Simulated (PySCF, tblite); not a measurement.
# C8H12P2: geometry, infrared bands and NMR shifts

Wanted: the infrared bands and NMR shifts of C8H12P2 (`CC(C)(C)c1ccpcp1`), by calculation.

Programs: tblite 0.8.0 and PySCF 2.14.0, with density-fitted response routines of our own. Each step states its level of theory. These are calculated values for one molecule in the gas phase, unless marked as measured. Atoms count from 0, in the outputs and in this text.

## Step 1: The starting structure

22 atoms, charge 0, multiplicity 1; geometry from: force field or distance geometry start.

Bonds of the start (Å): C0–C1 1.53, C1–C2 1.54, C1–C3 1.55, C1–C4 1.54, C4–C5 1.45, C5–C6 1.42, C6–P7 1.84, P7–C8 1.83, C8–P9 1.83, P9–C4 1.88, C0–H10 1.10, C0–H11 1.09, C0–H12 1.11, C2–H13 1.10, C2–H14 1.11, C2–H15 1.10, C3–H16 1.10, C3–H17 1.10, C3–H18 1.11, C5–H19 1.09, C6–H20 1.09, C8–H21 1.08.

## Step 2: Optimising the geometry with GFN2-xTB

The job: settings as JSON, then the geometry in Å.

```
{"job": {"kind": "relax", "xc": "GFN2-xTB", "basis": "xTB"}, "charge": 0, "multiplicity": 1}
C     -1.737800    -0.455700    -1.037400
C     -0.901200    -0.249700     0.225300
C     -1.325200     1.046800     0.944500
C     -1.234300    -1.399700     1.202000
C      0.591200    -0.174400    -0.151100
C      1.076600     0.948800    -0.920300
C      2.372900     1.279100    -1.402500
P      3.874700     0.244200    -1.174000
C      3.283800    -0.635600     0.317400
P      1.748200    -1.621700     0.137900
H     -1.634100     0.376700    -1.742700
H     -1.466200    -1.374200    -1.562300
H     -2.817600    -0.524000    -0.782000
H     -1.278600     1.922500     0.279700
H     -2.375800     0.991600     1.290000
H     -0.706900     1.257500     1.826800
H     -2.291800    -1.381500     1.498100
H     -1.054000    -2.396500     0.763200
H     -0.649400    -1.333200     2.141100
H      0.337600     1.709700    -1.168000
H      2.495000     2.188200    -1.982900
H      3.682400    -0.399400     1.296200
```

Command:

```sh
$ OMP_NUM_THREADS=1 python probes_run.py task.json out
```

One launch serves the whole session: the jobs run in the order shown.

**Question.** This job is followed by: GFN2-xTB harmonic vibrations, gas phase; GIAO PBE0/pcSseg-1 NMR shielding, non-relativistic, gas phase. Predict these results of the whole session: strongest single infrared mode (GFN2-xTB); zero-point energy (GFN2-xTB); 13C shifts against TMS (PBE0/pcSseg-1, means over atoms taken as alike); 1H shifts against TMS (PBE0/pcSseg-1, means over atoms taken as alike); 31P shifts against H3PO4 (PBE0/pcSseg-1); surface potential, 1st and 99th percentile.

**Answer**, as computed:

```
                                                               quantity                                       value
                              strongest single infrared mode (GFN2-xTB)                       3033 cm⁻¹, 110 km/mol
                                           zero-point energy (GFN2-xTB)                              111.1 kcal/mol
13C shifts against TMS (PBE0/pcSseg-1, means over atoms taken as alike)  195.8, 194.0, 161.4, 137.3, 41.5, 34.8 ppm
 1H shifts against TMS (PBE0/pcSseg-1, means over atoms taken as alike)                 10.94, 9.37, 8.66, 1.56 ppm
                               31P shifts against H3PO4 (PBE0/pcSseg-1)                            258.9, 249.2 ppm
                                  surface potential, 1st and 99th percentile                          -0.70 V and 0.98 V
```

The optimisation took 79 steps and gained 2.723 eV; among the close pairs (by a distance rule), C4–P9 changed most, from 1.875 to 1.750 Å. No mode is imaginary among the 60: a minimum at this level. GFN2-xTB is a fitted tight-binding method: band positions and strengths are rough. Its intensities can rank the bands wrongly. NICS(1)zz of -25 ppm above the planar ring from C4 marks a diatropic (aromatic) ring current. At PBE0/pcSseg-1, counted by nearest atom on the grid, the HOMO lies on P7, P9 about 22 % each; C4 24 %, the LUMO on P7, P9 about 23 % each; C4, C6 about 19 % each.
